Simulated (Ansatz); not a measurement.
# C2H6GaNSi: the cost of one run

Method: functionals in def2-TZVPP, the program's frozen cores in correlated methods; program: Ansatz 0.2.0, Gaussian basis.

The runs, in order: PBE-D4, r2SCAN-D4, PBE0-D4, B3LYP-D4, ωB97X-V, ωB97M-V, B2PLYP; CCSD(T)/def2-TZVPP; MP2/def2-QZVPP; extrapolation to the limit.

## 1. The geometry

All runs share one geometry, relaxed beforehand with PBE0-D4 in a triple-zeta def2 set.

SMILES `N[C]1=C[SiH2][GaH]1`, 11 atoms, charge 0, spin multiplicity 1.

Atoms are counted from 1 here; the program's logs count them from 0.

Bond lengths: N1–C2 1.354 Å, N1–H6 1.001 Å, N1–H7 1.007 Å, C2–C3 1.372 Å, C2–Ga5 1.995 Å, C3–Si4 1.858 Å, C3–H8 1.093 Å, Si4–Ga5 2.380 Å, Si4–H9 1.494 Å, Si4–H10 1.494 Å, Ga5–H11 1.569 Å. Angles: C2–N1–H6 120.7°, C2–N1–H7 121.0°, H6–N1–H7 116.7°, N1–C2–C3 125.5°, N1–C2–Ga5 134.6°, C3–C2–Ga5 99.9°, C2–C3–Si4 110.6°, C2–C3–H8 121.3°, Si4–C3–H8 128.1°, C3–Si4–Ga5 74.8°, C3–Si4–H9 115.8°, C3–Si4–H10 115.8°, Ga5–Si4–H9 121.4°, Ga5–Si4–H10 121.1°, H9–Si4–H10 105.6°, C2–Ga5–Si4 74.6°, C2–Ga5–H11 130.7°, Si4–Ga5–H11 154.7°.

## 2. PBE-D4 (GGA)

Contents of in.yaml:

```yaml
crystal:
  periodic: [false, false, false]
  atoms:
    - {symbol: N, position_ang: [-1.839873, 0.594127, -0.786804]}
    - {symbol: C, position_ang: [-0.605631, 0.240783, -0.357405]}
    - {symbol: C, position_ang: [-0.323061, -0.364710, 0.840756]}
    - {symbol: Si, position_ang: [1.497206, -0.708099, 0.986235]}
    - {symbol: Ga, position_ang: [1.229978, 0.345244, -1.131590]}
    - {symbol: H, position_ang: [-1.954497, 1.135710, -1.621385]}
    - {symbol: H, position_ang: [-2.640456, 0.521879, -0.179827]}
    - {symbol: H, position_ang: [-1.111848, -0.589951, 1.563599]}
    - {symbol: H, position_ang: [2.199635, -0.023115, 2.112880]}
    - {symbol: H, position_ang: [1.880904, -2.148277, 1.088460]}
    - {symbol: H, position_ang: [1.733044, 0.939608, -2.494221]}
basis:
  gaussian: {orbitals: def2-TZVPP}
hamiltonian: {xc: pbe, dispersion: d4}
output: {forces: true, orbitals: {seedname: orbitals}}
```

On the command line:

```console
ansatz run in.yaml --threads 4 --pin off --events-out ev --progress --plain --max-ram 10444MiB
```

Q: Estimate wall time and peak memory on 4 threads of Arm Neoverse V1, shared host.

About 3.3 s, with a peak of 0.39 GiB.
